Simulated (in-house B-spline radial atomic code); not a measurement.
# Sn³⁰⁺: a two-valence-electron spectrum

Aim: the levels, terms and lines of the two outer electrons of Sn³⁰⁺ (core: [Ne] 3s2 3p6), by configuration interaction with and without the many-body corrections.

The numbers are computed with an in-house B-spline radial atomic code, version 1 (configuration interaction of two valence electrons in the frozen-core Dirac-Hartree-Fock potential, then with screened core-valence correlation, Breit and QED (CI+MBPT), no-pair Dirac, B-spline basis), except any that are marked as measured or tabulated.

### 1 The system

- element: tin (Z = 50)
- charge: +30
- core: [Ne] 3s2 3p6
- nucleus: mass number 120, rms radius 4.652 fm

### 2 The run

The run's settings:

```ini
basis_form = 3
Z = 50
core_configuration = [Ne] 3s2 3p6
rms_radius = 4.6519
mass_number = 120
speed_of_light = 137.035999084
box_radius = 2.812
lmax = 6
intervals = 57
virtual_cutoff = 5000.0
```

On the command line:

```sh
$ python run_mb.py task.json out
```

task.json holds these settings.

Further steps of the session: Transitions.

Before running it: what results should come out? Wanted: ground level; ionisation energy; first excited level; largest CI block.

**Answer**, as computed:

| quantity | value |
| --- | --- |
| ground level | 3d2 3F2 |
| ionisation energy | 1763.5 eV (plain CI 1758.9 eV) |
| first excited level | 3d2 3F3 at 76651 cm⁻¹ |
| largest CI block | 2746 |
| tabulated theoretical ionisation energy | 1763.0 ± 4 eV (NIST Atomic Spectra Database, ionization energies) |

In words: The ground level is 3d2 3F2; the corrections beyond plain CI change the ionisation energy by +4.5 eV, to 1763.5 eV. The lowest 9 levels have a mean term purity of 0.78, so spin-orbit mixing is strong and LS labels say little. The tabulated theoretical ionisation energy is 1763.0 ± 4 eV, so the final value is off by +0.027 %, within the tabulated uncertainty.
